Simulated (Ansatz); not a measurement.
# HBr with H₂S: superposition error and deformation, part 2 of 3

Ansatz 0.2.0, Gaussian basis.

### 13 CCSD(T)/def2-TZVPPD

The inputs:

a/in.yaml

```yaml
crystal:
  periodic: [false, false, false]
  atoms:
    - {symbol: Br, position_ang: [-0.462316, 0.512809, -2.497015]}
    - {symbol: H, position_ang: [-0.076651, 0.010577, -1.199194]}
basis:
  gaussian: {orbitals: "def2-TZVPPD.json"}
correlation: {method: ccsd_t}
```

b/in.yaml

```yaml
crystal:
  periodic: [false, false, false]
  atoms:
    - {symbol: S, position_ang: [0.469477, -0.662271, 0.984045]}
    - {symbol: H, position_ang: [0.855781, 0.582008, 1.307266]}
    - {symbol: H, position_ang: [-0.786191, -0.443122, 1.404998]}
basis:
  gaussian: {orbitals: "def2-TZVPPD.json"}
correlation: {method: ccsd_t}
```

One command serves all of them, each in its own folder.

Command:

```console
> ansatz run in.yaml --threads 2 --pin off --events-out ev --progress --plain --max-ram 5222MiB
```

Log of a, cut to the lines that bear on the results:

```text
Functional definition: HF
  name "HF"
  cite "Fock, Z. Phys. 61, 126 (1930) doi:10.1007/BF01340294"
  parent pbe
[...]
449 factors; integrals over basis functions are off by at most 9.5e-4 eV
[...]
mean field -70014.94269332 eV, -2573.0016861467 hartree, gradient 1.8e-6 eV, S^2 0.000000; 0 other end points of the search recorded, 0 dependent functions left out
9 core orbitals not correlated: weight in the atoms' cores, before any rotation towards them, 1.000 or more for the frozen orbitals, at most 0.000 for the correlated occupied ones
reference -70014.94269332 eV, -2573.0016861467 hartree; 9, 9 occupied and 56, 56 virtual orbitals, 449 factors
second order -7.88147119 eV of doubles, -0.00000000 eV of singles
cycle   1  -7.96521761 eV  change   -8.4e-2 eV  update   4.5e-2
[...]
cycle   7  -8.15440361 eV  change    1.4e-6 eV  update   1.4e-5
perturbative correction -0.24688640 eV, -0.0090729079 hartree
Total energy: -70023.34398332 eV, -2573.3104278599 hartree
```

Log of b, cut to the lines that bear on the results:

```text
[... 4 set-up lines as earlier in the session ...]
[...]
473 factors; integrals over basis functions are off by at most 5.8e-4 eV
[...]
mean field -10849.41026237 eV, -398.7084731475 hartree, gradient 4.3e-6 eV, S^2 0.000000; 0 other end points of the search recorded, 0 dependent functions left out
5 core orbitals not correlated: weight in the atoms' cores, before any rotation towards them, 1.000 or more for the frozen orbitals, at most 0.000 for the correlated occupied ones
reference -10849.41026237 eV, -398.7084731475 hartree; 4, 4 occupied and 76, 76 virtual orbitals, 473 factors
second order -5.23508769 eV of doubles, -0.00000000 eV of singles
cycle   1  -5.71320300 eV  change   -4.8e-1 eV  update   4.9e-2
[...]
cycle   8  -5.89267415 eV  change    3.9e-6 eV  update   7.4e-6
perturbative correction -0.22666790 eV, -0.0083298918 hartree
Total energy: -10855.52960442 eV, -398.9333548201 hartree
```

Times: 0.55 s (a), 0.45 s (b) on 2 threads of Arm Neoverse V2, shared host.

### 14 Relaxing HBr alone

relax-a/in.yaml

```yaml
crystal:
  periodic: [false, false, false]
  atoms:
    - {symbol: Br, position_ang: [-0.462316, 0.512809, -2.497015]}
    - {symbol: H, position_ang: [-0.076651, 0.010577, -1.199194]}
basis:
  gaussian: {orbitals: def2-TZVP}
hamiltonian: {xc: pbe0, dispersion: d4}
relax: {f_tol: 0.005, max_steps: 200}
```

Command:

```console
> ansatz run in.yaml --threads 2 --pin off --events-out ev --progress --plain --max-ram 5222MiB
```

Log, cut to the lines that bear on the results:

```text
[... 5 set-up lines as earlier in the session ...]
[...]
457 factors; their error is unknown
[...]
mean field -70054.56585103 eV, -2574.4578103353 hartree, gradient 1.9e-5 eV, S^2 0.000000; 0 other end points of the search recorded, 0 dependent functions left out
[...]
reference -70054.57279939 eV, -2574.4580656828 hartree; 18, 18 occupied and 36, 36 virtual orbitals, 457 factors
Total energy: -70054.57831869 eV, -2574.4582685133 hartree
Atom 0 at    -0.459167     0.508708    -2.486418 Å, force    -0.000484     0.000630    -0.001628 eV/Å
Atom 1 at    -0.079800     0.014678    -1.209791 Å, force     0.000484    -0.000630     0.001628 eV/Å
Dipole moment:     0.052968    -0.068978     0.178246 e Å
```

Run time: 1.2 s. Hardware: 2 threads of Arm Neoverse V2, shared host.

Relaxation path:

```
step  energy from step 1 (eV)  largest force component (eV/Å)
   1                   0.0000                          0.5189
   2                  -0.0068                          0.0832
   3                  -0.0069                          0.0016
```

The bond:

```
  bond  before (Å)  after (Å)  change (Å)
Br1–H2       1.444      1.420      -0.024
```

### 15 Relaxing H₂S alone

relax-b/in.yaml

```yaml
crystal:
  periodic: [false, false, false]
  atoms:
    - {symbol: S, position_ang: [0.469477, -0.662271, 0.984045]}
    - {symbol: H, position_ang: [0.855781, 0.582008, 1.307266]}
    - {symbol: H, position_ang: [-0.786191, -0.443122, 1.404998]}
basis:
  gaussian: {orbitals: def2-TZVP}
hamiltonian: {xc: pbe0, dispersion: d4}
relax: {f_tol: 0.005, max_steps: 200}
```

Command:

```console
> ansatz run in.yaml --threads 2 --pin off --events-out ev --progress --plain --max-ram 5222MiB
```

Log, cut to the lines that bear on the results:

```text
[... 5 set-up lines as earlier in the session ...]
[...]
359 factors; their error is unknown
[...]
mean field -10864.45042536 eV, -399.2611889431 hartree, gradient 4.8e-5 eV, S^2 0.000000; 0 other end points of the search recorded, 0 dependent functions left out
[...]
reference -10864.45047952 eV, -399.2611909333 hartree; 9, 9 occupied and 40, 40 virtual orbitals, 359 factors
Total energy: -10864.46265913 eV, -399.2616385258 hartree
Atom 0 at     0.469579    -0.662443     0.983957 Å, force    -0.000799     0.001346     0.000684 eV/Å
Atom 1 at     0.854327     0.581218     1.307393 Å, force     0.000067    -0.000880    -0.000322 eV/Å
Atom 2 at    -0.784839    -0.442160     1.404958 Å, force     0.000732    -0.000465    -0.000362 eV/Å
Dipole moment:    -0.113261     0.190655     0.096951 e Å
```

Wall time 0.8 s (2 threads of Arm Neoverse V2, shared host).

Relaxation path:

```
step  energy from step 1 (eV)  largest force component (eV/Å)
   1                   0.0000                          0.0277
   2                   0.0000                          0.0122
   3                   0.0000                          0.0013
```

Close pairs (by a distance rule), those that changed most:

```
 bond  before (Å)  after (Å)  change (Å)
S1–H2       1.342      1.341      -0.001
S1–H3       1.342      1.341      -0.001
```

### 16 PBE-D4/def2-TZVPPD

free-a/in.yaml

```yaml
crystal:
  periodic: [false, false, false]
  atoms:
    - {symbol: Br, position_ang: [-0.459167, 0.508708, -2.486418]}
    - {symbol: H, position_ang: [-0.079800, 0.014678, -1.209791]}
basis:
  gaussian: {orbitals: "def2-TZVPPD.json"}
hamiltonian: {xc: pbe, dispersion: d4}
```

free-b/in.yaml

```yaml
crystal:
  periodic: [false, false, false]
  atoms:
    - {symbol: S, position_ang: [0.469579, -0.662443, 0.983957]}
    - {symbol: H, position_ang: [0.854327, 0.581218, 1.307393]}
    - {symbol: H, position_ang: [-0.784839, -0.442160, 1.404958]}
basis:
  gaussian: {orbitals: "def2-TZVPPD.json"}
hamiltonian: {xc: pbe, dispersion: d4}
```

One command serves all of them, each in its own folder.

Command:

```console
> ansatz run in.yaml --threads 2 --pin off --events-out ev --progress --plain --max-ram 5222MiB
```

free-a printed, cut to the lines that bear on the results:

```text
[... 4 set-up lines as earlier in the session ...]
[...]
479 factors; their error is unknown
[...]
mean field -70052.16259394 eV, -2574.3694922660 hartree, gradient 2.8e-5 eV, S^2 0.000000; 0 other end points of the search recorded, 0 dependent functions left out
reference -70052.16263736 eV, -2574.3694938616 hartree; 18, 18 occupied and 56, 56 virtual orbitals, 479 factors
Total energy: -70052.16942239 eV, -2574.3697432071 hartree
```

free-b printed, cut to the lines that bear on the results:

```text
[... 4 set-up lines as earlier in the session ...]
[...]
436 factors; their error is unknown
[...]
mean field -10863.58117475 eV, -399.2292445723 hartree, gradient 3.0e-5 eV, S^2 0.000000; 0 other end points of the search recorded, 0 dependent functions left out
reference -10863.58122449 eV, -399.2292464003 hartree; 9, 9 occupied and 76, 76 virtual orbitals, 436 factors
Total energy: -10863.59626140 eV, -399.2297989963 hartree
```

Times: 0.35 s (free-a), 0.3 s (free-b) on 2 threads of Arm Neoverse V2, shared host.

### 17 r2SCAN-D4/def2-TZVPPD

Each input of step 16 (free-a, free-b) changes in the same lines:

```diff
-hamiltonian: {xc: pbe, dispersion: d4}
+hamiltonian: {xc: r2scan, dispersion: d4}
```

Each run has its own folder and the same command.

Command:

```console
> ansatz run in.yaml --threads 2 --pin off --events-out ev --progress --plain --max-ram 5222MiB
```

Log of free-a, cut to the lines that bear on the results:

```text
[... 5 set-up lines as earlier in the session ...]
[...]
479 factors; their error is unknown
[...]
mean field -70062.30092676 eV, -2574.7420691252 hartree, gradient 1.5e-5 eV, S^2 0.000000; 0 other end points of the search recorded, 0 dependent functions left out
reference -70062.30093823 eV, -2574.7420695466 hartree; 18, 18 occupied and 56, 56 virtual orbitals, 479 factors
Total energy: -70062.30239731 eV, -2574.7421231671 hartree
```

Output in free-b, cut to the lines that bear on the results:

```text
[... 5 set-up lines as earlier in the session ...]
[...]
436 factors; their error is unknown
[...]
mean field -10867.55018758 eV, -399.3751031036 hartree, gradient 3.7e-5 eV, S^2 0.000000; 0 other end points of the search recorded, 0 dependent functions left out
reference -10867.55020435 eV, -399.3751037199 hartree; 9, 9 occupied and 76, 76 virtual orbitals, 436 factors
Total energy: -10867.55355265 eV, -399.3752267677 hartree
```

Times: 0.75 s (free-a), 0.7 s (free-b) on 2 threads of Arm Neoverse V2, shared host.

### 18 PBE0-D4/def2-TZVPPD

Each input of step 17 (free-a, free-b) changes in the same lines:

```diff
-hamiltonian: {xc: r2scan, dispersion: d4}
+hamiltonian: {xc: pbe0, dispersion: d4}
+output: {orbitals: {seedname: orbitals}}
```

One command serves all of them, each in its own folder.

Command:

```console
> ansatz run in.yaml --threads 2 --pin off --events-out ev --progress --plain --max-ram 5222MiB
```

Log of free-a, cut to the lines that bear on the results:

```text
[... 5 set-up lines as earlier in the session ...]
[...]
531 factors; their error is unknown
[...]
mean field -70054.61607836 eV, -2574.4596561553 hartree, gradient 7.0e-5 eV, S^2 0.000000; 0 other end points of the search recorded, 0 dependent functions left out
reference -70054.61610704 eV, -2574.4596572094 hartree; 18, 18 occupied and 56, 56 virtual orbitals, 531 factors
Total energy: -70054.62162634 eV, -2574.4598600398 hartree
```

Output in free-b, cut to the lines that bear on the results:

```text
[... 5 set-up lines as earlier in the session ...]
[...]
474 factors; their error is unknown
[...]
mean field -10864.51342537 eV, -399.2635041507 hartree, gradient 6.8e-6 eV, S^2 0.000000; 0 other end points of the search recorded, 0 dependent functions left out
reference -10864.51346047 eV, -399.2635054406 hartree; 9, 9 occupied and 76, 76 virtual orbitals, 474 factors
Total energy: -10864.52564008 eV, -399.2639530331 hartree
```

They took 0.4 s (free-a), 0.35 s (free-b) on 2 threads of Arm Neoverse V2, shared host.

### 19 B3LYP-D4/def2-TZVPPD

Each input of step 18 (free-a, free-b) changes in the same lines:

```diff
-hamiltonian: {xc: pbe0, dispersion: d4}
-output: {orbitals: {seedname: orbitals}}
+hamiltonian: {xc: {name: B3LYP}, dispersion: d4}
```

One command serves all of them, each in its own folder.

Command:

```console
> ansatz run in.yaml --threads 2 --pin off --events-out ev --progress --plain --max-ram 5222MiB
```

Output in free-a, cut to the lines that bear on the results:

```text
[... 6 set-up lines as earlier in the session ...]
[...]
515 factors; their error is unknown
[...]
mean field -70063.61973605 eV, -2574.7905344725 hartree, gradient 6.3e-6 eV, S^2 0.000000; 0 other end points of the search recorded, 0 dependent functions left out
reference -70063.61992464 eV, -2574.7905414033 hartree; 18, 18 occupied and 56, 56 virtual orbitals, 515 factors
Total energy: -70063.63105802 eV, -2574.7909505473 hartree
```

Output in free-b, cut to the lines that bear on the results:

```text
[... 6 set-up lines as earlier in the session ...]
[...]
462 factors; their error is unknown
[...]
mean field -10868.98950907 eV, -399.4279971926 hartree, gradient 7.5e-6 eV, S^2 0.000000; 0 other end points of the search recorded, 0 dependent functions left out
reference -10868.98972383 eV, -399.4280050850 hartree; 9, 9 occupied and 76, 76 virtual orbitals, 462 factors
Total energy: -10869.01415923 eV, -399.4289030693 hartree
```

They took 0.5 s (free-a), 0.35 s (free-b) on 2 threads of Arm Neoverse V2, shared host.

### 20 wB97X-V/def2-TZVPPD

The same edit goes into each in.yaml of step 19 (free-a, free-b):

```diff
-hamiltonian: {xc: {name: B3LYP}, dispersion: d4}
+hamiltonian: {xc: {name: wB97X-V}}
```

One command serves all of them, each in its own folder.

Command:

```console
> ansatz run in.yaml --threads 2 --pin off --events-out ev --progress --plain --max-ram 5222MiB
```

Log of free-a, cut to the lines that bear on the results:

```text
[... 5 set-up lines as earlier in the session ...]
[...]
      + integral(e_c_pw_opposite_spin*poly(b97_u_opposite, cos0, cos1)) + vv10(b, c)
515 factors; their error is unknown
102 factors; integrals over basis functions are off by at most 6.0e-5 eV
[...]
mean field -70056.31847295 eV, -2574.5222180027 hartree, gradient 1.7e-5 eV, S^2 0.000000; 0 other end points of the search recorded, 0 dependent functions left out
reference -70056.31847115 eV, -2574.5222179367 hartree; 18, 18 occupied and 56, 56 virtual orbitals, 515 factors
Total energy: -70056.31847115 eV, -2574.5222179367 hartree
```

Output in free-b, cut to the lines that bear on the results:

```text
[... 5 set-up lines as earlier in the session ...]
[...]
      + integral(e_c_pw_opposite_spin*poly(b97_u_opposite, cos0, cos1)) + vv10(b, c)
457 factors; their error is unknown
112 factors; integrals over basis functions are off by at most 4.6e-5 eV
[...]
mean field -10866.69280355 eV, -399.3435948215 hartree, gradient 1.5e-5 eV, S^2 0.000000; 0 other end points of the search recorded, 0 dependent functions left out
reference -10866.69280133 eV, -399.3435947400 hartree; 9, 9 occupied and 76, 76 virtual orbitals, 457 factors
Total energy: -10866.69280133 eV, -399.3435947400 hartree
```

They took 1 s (free-a), 1.1 s (free-b) on 2 threads of Arm Neoverse V2, shared host.

### 21 wB97M-V/def2-TZVPPD

Each input of step 20 (free-a, free-b) changes in the same lines:

```diff
-hamiltonian: {xc: {name: wB97X-V}}
+hamiltonian: {xc: {name: wB97M-V}}
```

The same command starts each run, in its folder.

Command:

```console
> ansatz run in.yaml --threads 2 --pin off --events-out ev --progress --plain --max-ram 5222MiB
```

Log of free-a, cut to the lines that bear on the results:

```text
[... 5 set-up lines as earlier in the session ...]
  # Of w^i u^j: cxij and so on, Table III.
[...]
  gx(w, u) = 1 - cx + cx01*u + cx10*w
[...]
      + integral(e_c_pw_mod_opposite_spin*gos(b97_w_opposite, b97_u_opposite)) + vv10(b, c)
508 factors; their error is unknown
102 factors; integrals over basis functions are off by at most 6.0e-5 eV
[...]
mean field -70058.70046445 eV, -2574.6097545757 hartree, gradient 1.6e-5 eV, S^2 0.000000; 0 other end points of the search recorded, 0 dependent functions left out
reference -70058.70051414 eV, -2574.6097564017 hartree; 18, 18 occupied and 56, 56 virtual orbitals, 508 factors
Total energy: -70058.70051414 eV, -2574.6097564017 hartree
```

Log of free-b, cut to the lines that bear on the results:

```text
[... 5 set-up lines as earlier in the session ...]
  # Of w^i u^j: cxij and so on, Table III.
[...]
  gx(w, u) = 1 - cx + cx01*u + cx10*w
[...]
      + integral(e_c_pw_mod_opposite_spin*gos(b97_w_opposite, b97_u_opposite)) + vv10(b, c)
436 factors; their error is unknown
112 factors; integrals over basis functions are off by at most 4.6e-5 eV
[...]
mean field -10867.54432433 eV, -399.3748876331 hartree, gradient 1.6e-5 eV, S^2 0.000000; 0 other end points of the search recorded, 0 dependent functions left out
reference -10867.54438340 eV, -399.3748898039 hartree; 9, 9 occupied and 76, 76 virtual orbitals, 436 factors
Total energy: -10867.54438340 eV, -399.3748898039 hartree
```

They took 1.1 s (free-a), 1.1 s (free-b) on 2 threads of Arm Neoverse V2, shared host.

### 22 B2PLYP/def2-TZVPPD

The same edit goes into each in.yaml of step 21 (free-a, free-b):

```diff
-hamiltonian: {xc: {name: wB97M-V}}
+hamiltonian: {xc: {name: B2PLYP}}
```

One command serves all of them, each in its own folder.

Command:

```console
> ansatz run in.yaml --threads 2 --pin off --events-out ev --progress --plain --max-ram 5222MiB
```

Log of free-a, cut to the lines that bear on the results:

```text
[... 5 set-up lines as earlier in the session ...]
[...]
448 factors; integrals over basis functions are off by at most 1.5e-3 eV
[...]
mean field -70049.80360960 eV, -2574.2828011907 hartree, gradient 2.0e-6 eV, S^2 0.000000; 0 other end points of the search recorded, 0 dependent functions left out
9 core orbitals not correlated: weight in the atoms' cores, before any rotation towards them, 1.000 or more for the frozen orbitals, at most 0.000 for the correlated occupied ones
reference -70049.80372490 eV, -2574.2828054277 hartree; 9, 9 occupied and 56, 56 virtual orbitals, 448 factors
second order -9.29733664 eV of doubles, -0.00000000 eV of singles
Total energy: -70052.31400579 eV, -2574.3750565490 hartree
```

Output in free-b, cut to the lines that bear on the results:

```text
[... 5 set-up lines as earlier in the session ...]
[...]
471 factors; integrals over basis functions are off by at most 7.7e-4 eV
[...]
mean field -10863.12943000 eV, -399.2126432589 hartree, gradient 2.3e-6 eV, S^2 0.000000; 0 other end points of the search recorded, 0 dependent functions left out
5 core orbitals not correlated: weight in the atoms' cores, before any rotation towards them, 1.000 or more for the frozen orbitals, at most 0.000 for the correlated occupied ones
reference -10863.12956114 eV, -399.2126480782 hartree; 4, 4 occupied and 76, 76 virtual orbitals, 471 factors
second order -6.41022523 eV of doubles, -0.00000000 eV of singles
Total energy: -10864.86032195 eV, -399.2762523648 hartree
```

Wall times: 0.65 s (free-a), 0.55 s (free-b) on 2 threads of Arm Neoverse V2, shared host.

### 23 BLYP-D4/def2-TZVPPD

The same edit goes into each in.yaml of step 22 (free-a, free-b):

```diff
-hamiltonian: {xc: {name: B2PLYP}}
+hamiltonian: {xc: {name: BLYP}, dispersion: d4}
```

The same command starts each run, in its folder.

Command:

```console
> ansatz run in.yaml --threads 2 --pin off --events-out ev --progress --plain --max-ram 5222MiB
```

Log of free-a, cut to the lines that bear on the results:

```text
[... 4 set-up lines as earlier in the session ...]
[...]
479 factors; their error is unknown
[...]
mean field -70063.42411649 eV, -2574.7833455864 hartree, gradient 1.9e-5 eV, S^2 0.000000; 0 other end points of the search recorded, 0 dependent functions left out
reference -70063.42437610 eV, -2574.7833551269 hartree; 18, 18 occupied and 56, 56 virtual orbitals, 479 factors
Total energy: -70063.44034795 eV, -2574.7839420817 hartree
```

free-b printed, cut to the lines that bear on the results:

```text
[... 4 set-up lines as earlier in the session ...]
[...]
436 factors; their error is unknown
[...]
mean field -10868.25265873 eV, -399.4009184421 hartree, gradient 2.5e-5 eV, S^2 0.000000; 0 other end points of the search recorded, 0 dependent functions left out
reference -10868.25294751 eV, -399.4009290544 hartree; 9, 9 occupied and 76, 76 virtual orbitals, 436 factors
Total energy: -10868.28863988 eV, -399.4022407249 hartree
```

Wall times: 0.45 s (free-a), 0.35 s (free-b) on 2 threads of Arm Neoverse V2, shared host.

### 24 revPBE-D4/def2-TZVPPD

The same edit goes into each in.yaml of step 23 (free-a, free-b):

```diff
-hamiltonian: {xc: {name: BLYP}, dispersion: d4}
+hamiltonian: {xc: {name: revPBE}, dispersion: d4}
```

One command serves all of them, each in its own folder.

Command:

```console
> ansatz run in.yaml --threads 2 --pin off --events-out ev --progress --plain --max-ram 5222MiB
```

Output in free-a, cut to the lines that bear on the results:

```text
[... 4 set-up lines as earlier in the session ...]
[...]
479 factors; their error is unknown
[...]
mean field -70056.79571323 eV, -2574.5397562596 hartree, gradient 3.8e-5 eV, S^2 0.000000; 0 other end points of the search recorded, 0 dependent functions left out
reference -70056.79577024 eV, -2574.5397583548 hartree; 18, 18 occupied and 56, 56 virtual orbitals, 479 factors
Total energy: -70056.82091265 eV, -2574.5406823213 hartree
```

Log of free-b, cut to the lines that bear on the results:

```text
[... 4 set-up lines as earlier in the session ...]
[...]
436 factors; their error is unknown
[...]
mean field -10866.46105426 eV, -399.3350781924 hartree, gradient 3.7e-5 eV, S^2 0.000000; 0 other end points of the search recorded, 0 dependent functions left out
reference -10866.46111724 eV, -399.3350805068 hartree; 9, 9 occupied and 76, 76 virtual orbitals, 436 factors
Total energy: -10866.52139850 eV, -399.3372958022 hartree
```

Wall times: 0.4 s (free-a), 0.3 s (free-b) on 2 threads of Arm Neoverse V2, shared host.

[end of part 2 of 3]
